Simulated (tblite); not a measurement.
# C3H10GeOSi: the cost of one run

The runs use tblite 0.8.0 and PySCF 2.14.0, with density-fitted response routines of our own; the level of theory stands in each step. All values are computed, except where a source is named. Atoms are numbered from 0 throughout.

## Step 1: Starting geometry

16 atoms, charge -1, multiplicity 2; geometry from: force field or distance geometry start.

Bonds of the start (Å): C0–C1 1.51, C1–C2 1.51, C1–Ge3 1.96, Ge3–O4 1.81, O4–Si5 1.73, C0–H6 1.12, C0–H7 1.12, C2–H8 1.12, C2–H9 1.11, C2–H10 1.10, Ge3–H11 1.56, Ge3–H12 1.52, Si5–H13 1.46, Si5–H14 1.47, Si5–H15 1.46.

## Step 2: Relaxing the molecule with GFN2-xTB

Job settings and geometry (Å):

```
{"job": {"kind": "relax", "xc": "GFN2-xTB", "basis": "xTB"}, "charge": -1, "multiplicity": 2}
C     -2.226700     1.159900     0.533700
C     -1.330300     0.021800     0.951100
C     -1.927600    -1.254000     0.394000
Ge     0.388200     0.253000     0.043800
O      1.714700     0.530100     1.239700
Si     3.175600     0.264600     0.358100
H     -3.304700     0.867000     0.556000
H     -2.088000     2.062400     1.184200
H     -1.649700    -1.284600    -0.690500
H     -3.035600    -1.283300     0.491200
H     -1.467700    -2.143000     0.858100
H      0.733000    -1.102900    -0.653700
H      0.331800     1.347700    -1.015800
H      4.113200    -0.561000     1.120200
H      2.863500    -0.458800    -0.879100
H      3.702500     1.590000     0.032700
```

Run with:

```bash
OMP_NUM_THREADS=1 python probes_run.py task.json out
```

This one command runs all jobs of the session in turn.

**Question.** How long does this first job take on 1 thread of Arm Neoverse V1, shared host, and how much memory does it need?

About 1.1 s, with a peak of 0.17 GiB.
